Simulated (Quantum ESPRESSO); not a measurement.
The system is Ga3F.

```
Ga F
1.0
     4.08077    0.00000    0.00000
     0.00000    4.08077    0.00000
     0.00000    0.00000    4.08077
Ga F
3 1
Cartesian
  2.0404 2.0404 0.0000
  2.0404 0.0000 2.0404
  0.0000 2.0404 2.0404
  0.0000 0.0000 0.0000
```

The cell was built by a generator and needn't be a form met in nature.

| Item | Value |
| --- | --- |
| Program | Quantum ESPRESSO 7.5 |
| Task | phonons |
| Functional | PBE |
| Dispersion | D3(BJ) |
| Potentials or basis | PseudoDojo 0.4.1 SR PBE standard |
| Cutoff | 1143 eV |
| Density cutoff | 4572 eV |
| k mesh | 4 × 4 × 4, shifted |
| Occupations | fermi-dirac, width 0.05 eV |
| Spin | no spin polarisation |
| Most SCF iterations | 120 |
| SCF threshold | 8e-10 Ry |
| Mixing beta | 0.1 |
| Mixing mode | TF |

At Γ the optical frequencies are 51 51 51 57 57 57 142 142 142 cm⁻¹, at a pressure of -0.9 GPa.

Question: How do the modes respond when the cell is scaled evenly, at fixed shape?

Answer: The highest mode has a Grüneisen parameter of 2.57 and moves by +7.7 cm⁻¹ per GPa. None of the listed modes softens on compression. The pressures give a bulk modulus of about 47 GPa.

Frequencies at 99 % and 101 % of the volume (pressures -0.4 and -1.3 GPa), ions relaxed:
| mode | 99 % (cm⁻¹) | 101 % (cm⁻¹) | Grüneisen parameter |
| --- | --- | --- | --- |
| 4 | 55.4 | 47.3 | 7.92 |
| 5 | 55.4 | 47.3 | 7.92 |
| 6 | 55.4 | 47.3 | 7.92 |
| 7 | 58.5 | 55.3 | 2.78 |
| 8 | 58.5 | 55.3 | 2.78 |
| 9 | 58.5 | 55.3 | 2.78 |
| 10 | 145.9 | 138.6 | 2.57 |
| 11 | 145.9 | 138.6 | 2.57 |
| 12 | 145.9 | 138.6 | 2.57 |

Modes are matched by their order; those that don't vary smoothly over the three volumes are left out.

Caveat: the k mesh is coarse (spacing up to 0.38 Å⁻¹), so the values aren't converged; the mesh is thin for the phonons of a metal; pairwise dispersion overbinds metals, which lowers pressure and volume.
